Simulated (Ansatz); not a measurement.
## GeH3N, SMILES [NH2][GeH]: a test of scalar relativity, step by step

Program: Ansatz 0.2.0 through its Python package.

Typed at the interpreter:
```pycon
>>> import warnings
>>> import ansatz as az
>>> import numpy as np
>>> warnings.simplefilter("ignore", az.DeckWarning)
>>> geometry_ang = [
...     ("N", (-0.2816, -0.6584, 0.3665)),
...     ("Ge", (0.8546, 0.7716, -0.0165)),
...     ("H", (0.2151, -1.4659, 0.5063)),
...     ("H", (-0.8008, -0.7729, -0.5236)),
...     ("H", (0.0627, 2.0519, -0.374)),
... ]
>>> molecule = az.Crystal.molecule()
>>> for symbol, xyz in geometry_ang:
...     molecule = molecule.atom(symbol, xyz)
...
>>> job = molecule.calculation().functional("b3lyp").forces()
>>> # a set contracted for a scalar-relativistic Hamiltonian goes with the relativistic run
>>> sets = {"none": "cc-pVTZ", "scalar": "cc-pVTZ-DK"}
>>> found = {kind: job.basis(gaussian=basis).pseudopotentials(relativity=kind).run(threads=1, backend="cpu").report for kind, basis in sets.items()}
>>> for kind, each in found.items():
...     dipole = 4.803205 * np.linalg.norm(each["charge_distribution"]["dipole_moment_e_ang"])
...     print(f"{kind:7s} E = {each['free_energy_ev']:.4f} eV  dipole {dipole:.3f} D  largest force component {np.abs(each['forces_ev_ang']).max():.4f} eV/A")
...
none    E = -58059.1645 eV  dipole 1.576 D  largest force component 2.8877 eV/A
scalar  E = -58652.6476 eV  dipole 1.538 D  largest force component 2.8705 eV/A
>>> print(f"relativity lowers the total energy by {found['none']['free_energy_ev'] - found['scalar']['free_energy_ev']:.3f} eV")
relativity lowers the total energy by 593.483 eV
```

The total moves by -593.5 eV, nearly all in the cores, and the dipole from 1.58 to 1.54 D.

Total energies depend on the basis set; only differences at equal settings carry meaning. The geometry is a force-field or estimated start, not a minimum of this method. The basis set changes with the Hamiltonian (a set recontracted for scalar relativity), and most of the change in the total lies in the cores. b3lyp holds the VWN-RPA fit, as in Gaussian; the form of ORCA and Turbomole is b3lyp5. The whole script took 6 s on 1 thread of Arm Neoverse V1, on a shared host, peak memory 0.26 GiB.
